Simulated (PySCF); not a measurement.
Molecule: ZnH2, in a box.

```
Zn H
1.0
    11.00000    0.00000    0.00000
     0.00000   12.00000    0.00000
     0.00000    0.00000   10.00000
Zn H
1 2
Direct
  0.50118 0.50175 0.50340
  0.55520 0.61390 0.55039
  0.44716 0.38960 0.45641
```

Base run:

* Program: PySCF 2.14.0
* Functional: r2SCAN0
* Potentials or basis: def2-svp (all-electron)
* k mesh: 1 × 1 × 1
* Occupations: fixed
* Spin: no spin polarisation

Its results: gap between the frontier levels 9.43 eV.

Q: The run is repeated on the same cell with these changes: functional from r2SCAN0 to PBE. What comes out?

A: Gap between the frontier levels 6.82 eV.

r2SCAN0 gives the wider gap, since exact exchange removes part of the self-interaction.

Caveats: this is a molecule in a periodic box at the Γ point, so its band gap is the HOMO-LUMO gap; the basis of atomic orbitals isn't converged, which shifts pressures, moduli and gaps.

